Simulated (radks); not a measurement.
# Br³⁺ in [Ar] 3d10 4s2 4d2: an all-electron calculation

What are the levels of the bromine ion Br3+, how large are its shells, and how does its energy divide?

Program: radks (a radial shooting solver on a logarithmic mesh, Libxc functionals) version 1. Level of theory: scalar-relativistic Kohn-Sham, PBE, spin-unpolarised, spherical densities, finite nucleus. These are calculated values, not measurements, unless marked.

## (1) Starting point

- element: bromine (Z = 35)
- charge: +3
- electrons: 32
- configuration: [Ar] 3d10 4s2 4d2
- nuclear rms radius: 4.1629 fm

Outer shells as boxes (Hund's rule):

Br³⁺
```
[Ar] core
3d [↑↓][↑↓][↑↓][↑↓][↑↓]
4s [↑↓]
4d [↑ ][↑ ][  ][  ][  ]
```

## (2) The run

The run's settings:

```text
Z 35
configuration [Ar] 3d10 4s2 4d2 4p0 5s0 4f0 5d0
relativity scalar-relativistic
functional pbe,pbe
spin unpolarised
nucleus finite rms 4.1629 fm
c 137.035999084
```

What does the calculation give?

The runs gave:

```
                        quantity                value
                    total energy  -2602.41136 hartree
exchange-correlation share of it               3.48 %
                            −T/E               1.0217
          highest occupied level       4d, -23.569 eV
    most extended occupied level  4d, <r> = 2.36 bohr
 radius at density 0.001 e/bohr³            3.89 bohr
    maxima of the radial density                    3
```

What this shows: The radial density shows 3 maxima for 4 occupied principal shells; where shells overlap, one shows as a shoulder or not at all. −T/E is 1.022: with relativity the kinetic term as defined here no longer equals −E. This is not the tabulated ground configuration, so its levels and sizes aren't those of the ground state, and no measured value stands beside it.
